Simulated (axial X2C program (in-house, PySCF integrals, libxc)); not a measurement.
**NSeN: bond lengths and stretches, held linear**

An exercise on one series of results from a longer session: the logs are not shown, and one member is left open.

Computed with an in-house X2C program for linear molecules on PySCF integrals. Level: all-electron X2C, two-component (2c) or spin-free, N dyall-av3z, Se dyall-v3z.

All values are calculated.

2 further runs of the same task are left out: 2 set aside as unsound or not needed.

The first run:

task.json

```json
{"zs": [7, 34, 7], "q": 0, "bas": ["dyall-av3z", "dyall-v3z", "dyall-av3z"], "r0": [1.67, 1.67], "symm": 1, "scan": ["PBE0", "HF", "r2SCAN"], "levels": ["PBE0", "HF", "BHandHLYP"], "nst": 2}
```

Keys: zs atomic numbers; q charge; bas basis sets; r0 starting distance in Å; symm equal bonds; scan levels of the two-bond scan; levels methods; nst determinants followed.

Started as:

```sh
> python solin.py task.json out
```

Masses N 14.003, Se 79.917, N 14.003 u.

Steps of the session up to this table: Scan at PBE0, 2c; Scan at HF, 2c; Scan at r2SCAN, 2c.

One table of the session follows, with a row left open; its other results are not shown here.

```
            level  r(N–Se) (Å)  r(Se–N) (Å)  lower stretch (cm⁻¹)  upper stretch (cm⁻¹)
         PBE0, 2c        1.611        1.611                 974.9                1109.9
           HF, 2c        1.567        1.567                1104.9                1116.1
       r2SCAN, 2c        1.626        1.626                 937.0                1088.0
  PBE0, spin-free        1.611        1.611                 975.6                1110.4
r2SCAN, spin-free            ?            ?                     ?                     ?
```

Estimate the missing values for r2SCAN, spin-free.

The run gave: r(N–Se) (Å): 1.625; r(Se–N) (Å): 1.625; lower stretch (cm⁻¹): 937.5; upper stretch (cm⁻¹): 1088.5. In the column «r(N–Se) (Å)» it lies between PBE0, spin-free (1.611) and r2SCAN, 2c (1.626).

Scans not shown above were run alike.

The molecule was held linear; bending was not examined, so a bent shape may lie lower.
